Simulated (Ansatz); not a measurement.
Which YAML input does this script hand to the engine? (the Python package of Ansatz (0.2.0))

The script, `run_energy.py`:
```python
import sys
import warnings

import ansatz as az
import numpy as np


def main() -> None:
    warnings.simplefilter('ignore', az.DeckWarning)

    geometry_ang = [
        ('F', (-0.7919, -1.0333, 1.3624)),
        ('Ge', (0.2498, -0.4399, 0.0917)),
        ('F', (1.8693, -0.8613, 0.5081)),
        ('F', (-0.0974, -1.1917, -1.4332)),
        ('S', (0.0909, 1.7607, -0.1345)),
        ('H', (-1.2786, 1.7015, -0.4408)),
    ]
    system = az.Crystal.molecule()
    for symbol, xyz in geometry_ang:
        system = system.atom(symbol, xyz)

    model = system.calculation()
    model = model.basis(gaussian='def2-SVPD')
    model = model.functional('hf').forces()
    try:
        rep = model.run().report
    except az.AnsatzError as error:
        sys.exit(f'{type(error).__name__}: {error}')

    for key in ('converged', 'free_energy_ev', 'reference_energy_ev', 'n_frozen', 'n_occupied', 'n_virtual'):
        print(f'{key:22s} {rep[key]}')

    state = rep['mean_field']['state']
    print(f'mean field: {state["energy"]["hartree"]:.7f} Ha, <S^2> = {abs(state["spin_squared"]):.4f}, stability: {state.get("stability", {}).get("kind")}')

    symbols = [site.symbol for site in system.cartesian_sites]
    print('forces (eV/A)')
    for symbol, f in zip(symbols, rep['forces_ev_ang']):
        print(f'  {symbol:2s} {f[0]:9.4f} {f[1]:9.4f} {f[2]:9.4f}')

    charges = rep['charge_distribution']
    print('dipole moment', round(4.803205 * float(np.linalg.norm(charges['dipole_moment_e_ang'])), 3), 'D')
    print('Mulliken:', [(s, round(q, 3)) for s, q in zip(symbols, charges['mulliken_charges_e'])])


if __name__ == '__main__':
    main()
```

Output of `python run_energy.py`:
```text
converged              True
free_energy_ev         -75411.64298298831
reference_energy_ev    -75411.64298298831
n_frozen               0
n_occupied             [38, 38]
n_virtual              [104, 104]
mean field: -2771.3267638 Ha, <S^2> = 0.0000, stability: minimum
forces (eV/A)
  F     0.9813    0.2641   -1.4330
  Ge   -0.0471    0.1032    0.1143
  F    -1.0970    0.1073   -0.2352
  F     0.1111    0.2042    1.4066
  S    -1.5356   -0.7658   -0.2010
  H     1.5873    0.0871    0.3484
dipole moment 2.414 D
Mulliken: [('F', -0.847), ('Ge', 2.861), ('F', -0.872), ('F', -0.852), ('S', -0.577), ('H', 0.287)]
```

`input.yaml`:
```yaml
crystal:
  periodic: [false, false, false]
  atoms:
    - { symbol: F, position_ang: [-0.7919, -1.0333, 1.3624] }
    - { symbol: Ge, position_ang: [0.2498, -0.4399, 0.0917] }
    - { symbol: F, position_ang: [1.8693, -0.8613, 0.5081] }
    - { symbol: F, position_ang: [-0.0974, -1.1917, -1.4332] }
    - { symbol: S, position_ang: [0.0909, 1.7607, -0.1345] }
    - { symbol: H, position_ang: [-1.2786, 1.7015, -0.4408] }
basis:
  gaussian: { orbitals: def2-SVPD }
hamiltonian:
  xc: hf
output:
  forces: true
```

Launched from the shell:
```console
$ ansatz run input.yaml --threads 1 --pin off --max-ram 4096MiB --backend cpu --events-out ev --progress --plain --runs-dir out
Engine: ansatz 0.2.0, x86_64-unknown-linux-gnu
Functional definition: HF
  exchange = exact_x
  correlation = 0
1357 factors; integrals over basis functions are off by at most 1.0e-3 eV
mean field evaluation 1: about -75407.8063 eV, gradient 4.5e1 eV
mean field evaluation 2: about -75407.8373 eV, gradient 4.5e1 eV
mean field evaluation 4: about -75411.6048 eV, gradient 2.7e0 eV
mean field evaluation 8: about -75411.6427 eV, gradient 2.4e-1 eV
mean field -75411.64298299 eV, -2771.3267637773 hartree, gradient 1.6e-5 eV, S^2 0.000000; 0 other end points of the search recorded, 0 dependent functions left out
the calculation of the forces begins
reference -75411.64298299 eV, -2771.3267637773 hartree; 38, 38 occupied and 104, 104 virtual orbitals, 1357 factors
Total energy: -75411.64298299 eV, -2771.3267637773 hartree
Atom 0 at    -0.791900    -1.033300     1.362400 Å, force     0.981332     0.264055    -1.432996 eV/Å
Atom 1 at     0.249800    -0.439900     0.091700 Å, force    -0.047097     0.103163     0.114268 eV/Å
Atom 2 at     1.869300    -0.861300     0.508100 Å, force    -1.097032     0.107285    -0.235198 eV/Å
Atom 3 at    -0.097400    -1.191700    -1.433200 Å, force     0.111053     0.204213     1.406564 eV/Å
Atom 4 at     0.090900     1.760700    -0.134500 Å, force    -1.535557    -0.765794    -0.201042 eV/Å
Atom 5 at    -1.278600     1.701500    -0.440800 Å, force     1.587300     0.087077     0.348405 eV/Å
Dipole moment:    -0.254542     0.425112    -0.083988 e Å
```

Notes:
- Total energies depend on the basis set; only differences at equal settings carry meaning.
- The geometry is a force-field or estimated start, not a minimum of this method, and the basis set is short of its limit.
- Mulliken charges are unreliable in a basis with diffuse functions.
- The whole script took 5 s on 1 thread of AMD EPYC 7B13 (Zen 3) (shared host), peak memory 0.42 GiB.
